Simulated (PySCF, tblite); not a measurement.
**C₄H₉BClN₃: geometry, infrared bands and NMR shifts**

Wanted: the infrared bands and NMR shifts of C₄H₉BClN₃ (`C=CC[NH2+][B@-](N)(Cl)C#N`), by calculation.

Programs: tblite 0.8.0 and PySCF 2.14.0, with density-fitted response routines of our own. Each step states its level of theory. These are calculated values for one molecule in the gas phase, unless marked as measured. Atoms are numbered from 0 throughout.

**1. Starting geometry**

18 atoms, charge 0, multiplicity 1; geometry from: force field or distance geometry start.

Bonds of the start (Å): C0–C1 1.33, C1–C2 1.49, C2–N3 1.48, N3–B4 1.55, B4–N5 1.55, B4–Cl6 1.86, B4–C7 1.55, C7–N8 1.16, C0–H9 1.08, C0–H10 1.09, C1–H11 1.10, C2–H12 1.11, C2–H13 1.11, N3–H14 1.05, N3–H15 1.07, N5–H16 1.04, N5–H17 1.04.

**2. Optimising the geometry with GFN2-xTB**

What the job is given:

```
{"job": {"kind": "relax", "xc": "GFN2-xTB", "basis": "xTB"}, "charge": 0, "multiplicity": 1}
C      2.107500     1.948500     0.533600
C      1.960200     0.644000     0.739000
C      0.946800    -0.185600     0.018900
N     -0.425200     0.162000     0.458800
B     -1.528000    -0.709900    -0.203300
N     -1.434700    -0.600500    -1.746900
Cl    -3.197300    -0.098700     0.339000
C     -1.389100    -2.192000     0.217700
N     -1.291700    -3.308600     0.530600
H      2.852900     2.512900     1.073700
H      1.458700     2.468600    -0.176700
H      2.628900     0.143700     1.451400
H      1.042800    -0.000700    -1.067300
H      1.159600    -1.255600     0.210800
H     -0.623100     1.168700     0.255300
H     -0.488800     0.024500     1.516800
H     -2.235400    -1.114400    -2.158200
H     -1.553000     0.399500    -2.004800
```

Started as:

```console
OMP_NUM_THREADS=1 python probes_run.py task.json out
```

This one command runs all jobs of the session in turn.

Log:

```text
step      E/eV     max force
  0    -752.65122    2.221
  1    -752.70175    6.690
  2    -752.85226    1.969
  3    -752.90681    0.854
  4    -752.92615    0.497
  5    -752.94960    0.906
  6    -752.96827    0.609
  7    -752.98631    0.356
  8    -753.00079    0.379
  9    -753.01560    0.612
 10    -753.02817    0.512
 11    -753.03793    0.201
 12    -753.04478    0.241
 13    -753.05004    0.228
 14    -753.05393    0.168
 15    -753.05657    0.114
 16    -753.05850    0.110
 17    -753.06027    0.106
 18    -753.06207    0.099
 19    -753.06377    0.091
 20    -753.06542    0.101
 21    -753.06738    0.127
 22    -753.07001    0.150
 23    -753.07322    0.147
 24    -753.07595    0.184
 25    -753.07873    0.122
 26    -753.08091    0.123
 27    -753.08346    0.089
 28    -753.08450    0.106
 29    -753.08589    0.078
 30    -753.08697    0.097
 31    -753.08817    0.078
 32    -753.08880    0.056
 33    -753.08916    0.053
 34    -753.08936    0.036
 35    -753.08962    0.044
 36    -753.08983    0.047
 37    -753.09004    0.042
 38    -753.09020    0.034
 39    -753.09034    0.034
 40    -753.09049    0.037
 41    -753.09066    0.050
 42    -753.09083    0.044
 43    -753.09098    0.031
 44    -753.09115    0.028
 45    -753.09136    0.042
 46    -753.09159    0.057
 47    -753.09178    0.036
 48    -753.09191    0.025
 49    -753.09201    0.030
 50    -753.09214    0.041
 51    -753.09228    0.048
 52    -753.09241    0.031
 53    -753.09251    0.024
 54    -753.09261    0.027
 55    -753.09271    0.028
 56    -753.09282    0.030
 57    -753.09295    0.030
 58    -753.09312    0.041
 59    -753.09333    0.045
 60    -753.09353    0.037
 61    -753.09368    0.035
 62    -753.09379    0.029
 63    -753.09391    0.035
 64    -753.09404    0.033
 65    -753.09417    0.033
 66    -753.09431    0.042
 67    -753.09452    0.054
 68    -753.09487    0.083
 69    -753.09540    0.092
 70    -753.09597    0.065
 71    -753.09645    0.052
 72    -753.09682    0.054
 73    -753.09725    0.080
 74    -753.09774    0.073
 75    -753.09828    0.039
 76    -753.09865    0.057
 77    -753.09914    0.068
 78    -753.09975    0.077
 79    -753.10059    0.099
 80    -753.10098    0.077
 81    -753.10146    0.064
 82    -753.10179    0.056
 83    -753.10251    0.073
 84    -753.10320    0.074
 85    -753.10392    0.104
 86    -753.10475    0.088
 87    -753.10578    0.091
 88    -753.10567    0.180
 89    -753.10786    0.140
 90    -753.10916    0.121
 91    -753.11211    0.162
 92    -753.11273    0.081
 93    -753.11350    0.063
 94    -753.11412    0.085
 95    -753.11454    0.068
 96    -753.11497    0.090
 97    -753.11545    0.057
 98    -753.11594    0.067
 99    -753.11635    0.080
100    -753.11712    0.099
101    -753.11786    0.091
102    -753.11855    0.079
103    -753.11906    0.068
104    -753.11936    0.074
105    -753.11972    0.098
106    -753.12016    0.124
107    -753.12077    0.065
108    -753.12139    0.064
109    -753.12221    0.083
110    -753.12285    0.071
111    -753.12328    0.050
112    -753.12356    0.052
113    -753.12381    0.049
114    -753.12414    0.041
115    -753.12438    0.037
116    -753.12459    0.040
117    -753.12478    0.030
118    -753.12493    0.023
119    -753.12505    0.028
120    -753.12513    0.025
121    -753.12519    0.017
122    -753.12525    0.020
123    -753.12533    0.024
124    -753.12545    0.033
125    -753.12559    0.039
126    -753.12576    0.034
127    -753.12594    0.032
128    -753.12616    0.027
129    -753.12647    0.058
130    -753.12685    0.084
131    -753.12728    0.089
132    -753.12774    0.071
133    -753.12817    0.043
134    -753.12848    0.042
135    -753.12873    0.043
136    -753.12901    0.050
137    -753.12939    0.050
138    -753.12985    0.042
139    -753.13023    0.068
140    -753.13055    0.043
141    -753.13084    0.038
142    -753.13121    0.046
143    -753.13175    0.056
144    -753.13224    0.046
145    -753.13254    0.037
146    -753.13270    0.046
147    -753.13287    0.037
148    -753.13306    0.036
149    -753.13325    0.029
150    -753.13334    0.031
151    -753.13344    0.026
152    -753.13356    0.023
153    -753.13368    0.029
154    -753.13374    0.022
155    -753.13379    0.018
156    -753.13384    0.017
157    -753.13387    0.017
158    -753.13390    0.014
159    -753.13392    0.016
160    -753.13394    0.015
161    -753.13397    0.014
162    -753.13399    0.012
163    -753.13400    0.009
```

It took 3.5 s on 1 thread of Intel Xeon at 2.50GHz, shared host; peak memory 0.18 GiB.

Relaxation path: (not every step is listed)

| step | energy from step 0 (eV) | largest force (eV/Å) |
| --- | --- | --- |
| 0 | 0.0000 | 2.2209 |
| 1 | -0.0505 | 6.6897 |
| 2 | -0.2010 | 1.9690 |
| 3 | -0.2556 | 0.8543 |
| 4 | -0.2749 | 0.4968 |
| 5 | -0.2984 | 0.9056 |
| 6 | -0.3170 | 0.6086 |
| 7 | -0.3351 | 0.3565 |
| 8 | -0.3496 | 0.3786 |
| 23 | -0.4220 | 0.1474 |
| 38 | -0.4390 | 0.0336 |
| 53 | -0.4413 | 0.0244 |
| 68 | -0.4437 | 0.0829 |
| 83 | -0.4513 | 0.0730 |
| 98 | -0.4647 | 0.0668 |
| 113 | -0.4726 | 0.0488 |
| 128 | -0.4749 | 0.0266 |
| 143 | -0.4805 | 0.0562 |
| 158 | -0.4827 | 0.0142 |
| 159 | -0.4827 | 0.0155 |
| 160 | -0.4827 | 0.0154 |
| 161 | -0.4828 | 0.0140 |
| 162 | -0.4828 | 0.0120 |
| 163 | -0.4828 | 0.0089 |

Close pairs (by a distance rule), those that changed most:

| bond | before (Å) | after (Å) | change (Å) |
| --- | --- | --- | --- |
| N3–B4 | 1.554 | 1.665 | +0.111 |
| B4–N5 | 1.550 | 1.457 | -0.093 |
| B4–Cl6 | 1.859 | 1.910 | +0.052 |
| N3–H15 | 1.069 | 1.020 | -0.049 |
| N5–H17 | 1.039 | 1.008 | -0.032 |
| N5–H16 | 1.037 | 1.006 | -0.030 |
| N3–H14 | 1.046 | 1.019 | -0.027 |
| C7–N8 | 1.164 | 1.147 | -0.016 |

The final coordinates are the input of the step that follows.

**3. Vibrational analysis with GFN2-xTB**

What the job is given:

```
{"job": {"kind": "ir", "xc": "GFN2-xTB", "basis": "xTB"}, "charge": 0, "multiplicity": 1}
C      2.548929     1.777565     0.290536
C      1.785367     0.864723     0.860546
C      0.852679    -0.036009     0.111420
N     -0.536761     0.119187     0.571784
B     -1.649404    -0.810261    -0.246736
N     -1.663361    -0.359574    -1.632385
Cl    -3.198375    -0.400123     0.793087
C     -1.257726    -2.293711    -0.029474
N     -0.983965    -3.395645     0.135086
H      3.212142     2.403931     0.861292
H      2.550752     1.926313    -0.776868
H      1.801791     0.724741     1.934217
H      0.870545     0.177420    -0.958599
H      1.132924    -1.083552     0.257912
H     -0.840828     1.084561     0.452436
H     -0.624869    -0.105173     1.562422
H     -1.805777    -1.051575    -2.348869
H     -2.202824     0.463501    -1.849463
```

Log:

```text
mode    cm-1     km/mol
  1      40.3      3.06
  2      55.0      2.93
  3      79.5      1.72
  4      87.6      3.97
  5     116.3      7.29
  6     155.2      6.87
  7     189.8     14.91
  8     239.5     17.10
  9     278.6      0.96
 10     289.6      2.62
 11     325.9     23.65
 12     388.8     18.72
 13     430.5      0.67
 14     488.9     11.54
 15     546.1     54.46
 16     566.2      0.59
 17     645.0    296.28
 18     672.2     38.67
 19     725.3     44.60
 20     796.0     48.99
 21     895.6      5.53
 22     911.5      5.49
 23     939.7      9.36
 24    1004.9    169.19
 25    1018.7      7.19
 26    1037.1     53.81
 27    1067.8     20.39
 28    1144.5    117.82
 29    1165.3    103.38
 30    1175.3    114.40
 31    1258.5      1.28
 32    1280.0     16.71
 33    1312.6      7.34
 34    1407.2      0.32
 35    1460.3     10.26
 36    1494.6     42.96
 37    1556.6     56.79
 38    1715.6      6.65
 39    2367.7     57.80
 40    2969.5      5.77
 41    3008.3      3.41
 42    3054.3     28.12
 43    3104.9     13.52
 44    3137.0     28.26
 45    3336.7     17.11
 46    3343.5     13.61
 47    3489.6      1.84
 48    3522.5      0.09
```

It took 2.2 s on 1 thread of Intel Xeon at 2.50GHz, shared host; peak memory 0.18 GiB.

Which atoms move in the most intense modes:

| cm⁻¹ | km/mol | atoms |
| --- | --- | --- |
| 546 | 54.5 | B4 27 %, H17 27 %, C7 17 %, H16 13 % |
| 645 | 296.3 | B4 30 %, H16 17 %, N5 16 %, H17 10 % |
| 1005 | 169.2 | B4 35 %, H16 29 %, N5 17 % |
| 1144 | 117.8 | H14 26 %, C1 12 % |
| 1165 | 103.4 | B4 60 %, N5 13 % |
| 1175 | 114.4 | H15 21 %, C1 16 %, H14 14 %, H12 14 % |
| 1557 | 56.8 | H16 46 %, H17 45 % |
| 2368 | 57.8 | C7 58 %, N8 41 % |

**4. Shielding tensors: PBE0/pcSseg-1**

Settings changed since step 3:

```diff
@@ -1,2 +1,2 @@
-{"job": {"kind": "ir", "xc": "GFN2-xTB", "basis": "xTB"}, "charge": 0, "multiplicity": 1}
+{"job": {"kind": "nmr", "xc": "PBE0", "basis": "pcSseg-1"}, "charge": 0, "multiplicity": 1}
 C      2.548929     1.777565     0.290536
```

Method: GIAO PBE0/pcSseg-1 NMR shielding, non-relativistic, gas phase.

Log:

```text
coarse grid: 15824 points
cycle   1  E = -806.4688991462  dE =  1.028e+00  |g| = 5.821e-01  |ddm| = 3.743e+00
cycle   2  E = -806.3910052462  dE =  7.789e-02  |g| = 8.666e-01  |ddm| = 1.308e+00
cycle   3  E = -806.5443112993  dE = -1.533e-01  |g| = 2.335e-01  |ddm| = 7.085e-01
cycle   4  E = -806.5554456364  dE = -1.113e-02  |g| = 6.753e-02  |ddm| = 1.825e-01
cycle   5  E = -806.5563152885  dE = -8.697e-04  |g| = 2.116e-02  |ddm| = 5.608e-02
cycle   6  E = -806.5564097567  dE = -9.447e-05  |g| = 4.428e-03  |ddm| = 1.923e-02
cycle   7  E = -806.5564133246  dE = -3.568e-06  |g| = 2.234e-03  |ddm| = 5.026e-03
final grid: 149112 points
cycle   8  E = -806.6003771142  dE = -5.231e-05  |g| = 1.073e-02  |ddm| = 3.632e-02
cycle   9  E = -806.6003593352  dE =  1.778e-05  |g| = 1.385e-02  |ddm| = 1.936e-02
cycle  10  E = -806.6004025615  dE = -4.323e-05  |g| = 1.833e-03  |ddm| = 1.148e-02
cycle  11  E = -806.6004033391  dE = -7.776e-07  |g| = 4.430e-04  |ddm| = 1.627e-03
cycle  12  E = -806.6004033817  dE = -4.263e-08  |g| = 1.519e-04  |ddm| = 4.117e-04
cycle  13  E = -806.6004033861  dE = -4.370e-09  |g| = 6.052e-05  |ddm| = 1.429e-04
cycle  14  E = -806.6004033867  dE = -6.153e-10  |g| = 3.130e-05  |ddm| = 5.146e-05
converged SCF energy = -806.6004033867

GIAO shielding tensors (ppm)
atom      isotropic    diamagn.    paramagn.     s11        s22        s33       span
  0 C       57.134     253.264    -196.130    -57.810     68.625    160.587    218.398
  1 C       45.565     257.963    -212.398    -74.673     56.134    155.234    229.908
  2 C      137.697     248.495    -110.798    118.726    138.359    156.008     37.282
  3 N      168.395     324.505    -156.110    143.663    156.942    204.579     60.916
  4 B      108.927     182.426     -73.499     89.788    116.351    120.642     30.853
  5 N      225.927     312.602     -86.675    199.015    223.538    255.227     56.212
  6 Cl     846.327    1147.002    -300.676    709.237    807.388   1022.355    313.118
  7 C       56.686     262.378    -205.692    -64.031    -59.157    293.246    357.277
  8 N      -69.375     338.880    -408.255   -252.249   -234.173    278.295    530.545
  9 H       25.956      27.613      -1.657     23.046     25.015     29.807      6.761
 10 H       25.849      31.194      -5.345     22.117     25.173     30.256      8.138
 11 H       25.598      31.166      -5.568     23.090     24.656     29.049      5.959
 12 H       27.786      33.195      -5.409     22.725     29.190     31.443      8.718
 13 H       27.864      32.854      -4.990     22.837     29.212     31.542      8.705
 14 H       29.271      34.913      -5.642     24.385     29.354     34.075      9.690
 15 H       28.439      34.294      -5.855     22.181     28.865     34.272     12.091
 16 H       30.426      28.696       1.730     23.877     26.875     40.527     16.650
 17 H       31.515      29.727       1.787     24.982     28.463     41.099     16.117
```

Run time: 97 s. Hardware: 1 thread of Intel Xeon at 2.50GHz, shared host; peak memory 0.92 GiB.

The references, computed at this level on geometries of the same kind, shield at (ppm): 1H TMS 31.72, 13C TMS 186.9, 15N NH3 267.7, 11B BF3·OEt2 100.1, 35Cl HCl 950. Their shielding less the atom's gives the shift. The references are single molecules in the gas phase, so shifts against H2O, NH3, PH3, H3PO4 or CFCl3 are not on the usual liquid scales and can be off by tens of ppm. Atoms listed in one row are averaged.

| atoms | environment | σ (ppm) | δ (ppm) | δ scaled to CDCl3 |
| --- | --- | --- | --- | --- |
| C1 | alkene CH | 45.6 | 141.4 | 136.1 |
| C7 | nitrile carbon | 56.7 | 130.2 | 125.2 |
| C0 | terminal =CH2 carbon | 57.1 | 129.8 | 124.8 |
| C2 | allylic sp3 CH2 bonded to N | 137.7 | 49.2 | 46.1 |
| H11 | hydrogen on an alkene CH | 25.60 | 6.12 | 5.87 |
| H10 | hydrogen on a terminal =CH2 carbon | 25.85 | 5.87 | 5.64 |
| H9 | hydrogen on a terminal =CH2 carbon | 25.96 | 5.76 | 5.54 |
| H12 | hydrogen on an allylic sp3 CH2 bonded to N | 27.79 | 3.93 | 3.81 |
| H13 | hydrogen on an allylic sp3 CH2 bonded to N | 27.86 | 3.85 | 3.74 |
| H15 | hydrogen on a donor nitrogen of a Lewis adduct | 28.44 | 3.28 | – |
| H14 | hydrogen on a donor nitrogen of a Lewis adduct | 29.27 | 2.45 | – |
| H16, H17 | hydrogen on a nitrogen bonded to B | 30.97 | 0.75 | – |
| N8 | nitrile nitrogen | -69.4 | 337.1 | – |
| N3 | donor nitrogen of a Lewis adduct | 168.4 | 99.3 | – |
| N5 | nitrogen bonded to B, 2 H | 225.9 | 41.8 | – |
| B4 | boron bonded to C, Cl, 2 N | 108.9 | -8.9 | – |
| Cl6 | chlorine bonded to B | 846 | 103 | – |

The scaled column applies a straight-line fit of computed shieldings to shifts measured in CDCl3, with any fitted terms for Cl, Br or S neighbours (root-mean-square error 0.16 ppm for H, 1.9 ppm for C).

Charges from the same density, by scheme (e):

| atoms | Mulliken | IAO | Hirshfeld | ESP fit |
| --- | --- | --- | --- | --- |
| C0 | -0.12 | -0.30 | -0.08 | -0.44 |
| C1 | -0.27 | -0.16 | -0.04 | -0.31 |
| C2 | -0.01 | -0.17 | 0.00 | 0.47 |
| N3 | -0.43 | -0.30 | -0.05 | -0.53 |
| B4 | 0.58 | 0.15 | 0.14 | 0.19 |
| N5 | -0.52 | -0.66 | -0.30 | -0.99 |
| Cl6 | -0.38 | -0.29 | -0.22 | -0.33 |
| C7 | -0.13 | 0.02 | -0.01 | 0.37 |
| N8 | -0.25 | -0.24 | -0.23 | -0.48 |

Mayer bond orders: C0–C1 1.99, C1–C2 1.02, C2–N3 0.90, N3–B4 0.54, B4–N5 1.14, B4–Cl6 0.88, B4–C7 0.83, C7–N8 2.94.

**5. Outcome**

```
                                                              quantity                                               value
                             strongest single infrared mode (GFN2-xTB)                                645 cm⁻¹, 296 km/mol
                                          zero-point energy (GFN2-xTB)                                       86.2 kcal/mol
                                13C shifts against TMS (PBE0/pcSseg-1)                       141.4, 130.2, 129.8, 49.2 ppm
1H shifts against TMS (PBE0/pcSseg-1, means over atoms taken as alike)  6.12, 5.87, 5.76, 3.93, 3.85, 3.28, 2.45, 0.75 ppm
                                15N shifts against NH3 (PBE0/pcSseg-1)                               337.1, 99.3, 41.8 ppm
                           11B shifts against BF3·OEt2 (PBE0/pcSseg-1)                                            -8.9 ppm
                               35Cl shifts against HCl (PBE0/pcSseg-1)                                             103 ppm
```

**Reading.** Over 163 steps the energy fell by 0.483 eV; of the close pairs, N3–B4 changed most, 1.554 to 1.665 Å. All 48 modes are real, so the xTB geometry is a minimum. The strongest single mode, at 645 cm⁻¹, is carried by B4, H16, N5, H17. GFN2-xTB is a fitted tight-binding method: band positions and strengths are rough. Its intensities can rank the bands wrongly. C1 (alkene CH) lies farthest downfield among carbon, at 141.4 ppm; as expected for a trigonal carbon in a double bond. H11 (hydrogen on an alkene CH) lies farthest downfield among hydrogen, at 6.12 ppm; a vinylic proton, deshielded by the sp2 carbon and the C=C anisotropy. At PBE0/pcSseg-1: The widest tensor belongs to N8: span 531 ppm, with a paramagnetic part of -408 ppm.
